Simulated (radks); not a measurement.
# Zn²⁵⁺ in [He] 2s2 2p0.5 3s0.5: an all-electron calculation

One table from this session's results is given with a row withheld; the runs are named, their logs left out.

Program: radks (a radial shooting solver on a logarithmic mesh, Libxc functionals) version 1. Level of theory: Dirac Kohn-Sham, HCTH/407, spin-unpolarised, spherical densities, finite nucleus; open shells fill j = l - 1/2 first. These are calculated values, not measurements, unless marked.

**The system**

| Item | Value |
| --- | --- |
| element | zinc (Z = 30) |
| charge | +25 |
| electrons | 5 |
| configuration | [He] 2s2 2p0.5 3s0.5 |
| nuclear rms radius | 3.9283 fm |

The first run:

Input:

```text
Z 30
configuration [He] 2s2 2p0.5 3s0.5
relativity Dirac
functional hcth_407
spin unpolarised
j_filling energy
nucleus finite rms 3.9283 fm
c 137.035999084
```

Run with:

```console
> python run_ks.py task.json out
```

This one command runs every case of the session in turn.

One of the session's tables, all rows but one given; the rest of the session is left out.

It belongs to the step «Orbitals and density». Radial moments (bohr):

| level | <r> | outermost maximum (interpolated) | 90 % within | nodes |
| --- | --- | --- | --- | --- |
| 1s1/2 | 0.05002 | 0.0329 | 0.0893 | 0 |
| 2s1/2 | 0.2083 | 0.180 | 0.319 | 1 |
| 2p1/2 | 0.1769 | 0.141 | 0.285 | 0 |
| 2p3/2 | ? | ? | ? | ? |
| 3s1/2 | 0.4882 | 0.468 | 0.705 | 2 |

Estimate the missing values for 2p3/2.

**Answer.** <r>: 0.1797; outermost maximum (interpolated): 0.143; 90 % within: 0.289; nodes: 0. In the column «<r>» it lies between 2p1/2 (0.1769) and 2s1/2 (0.2083).
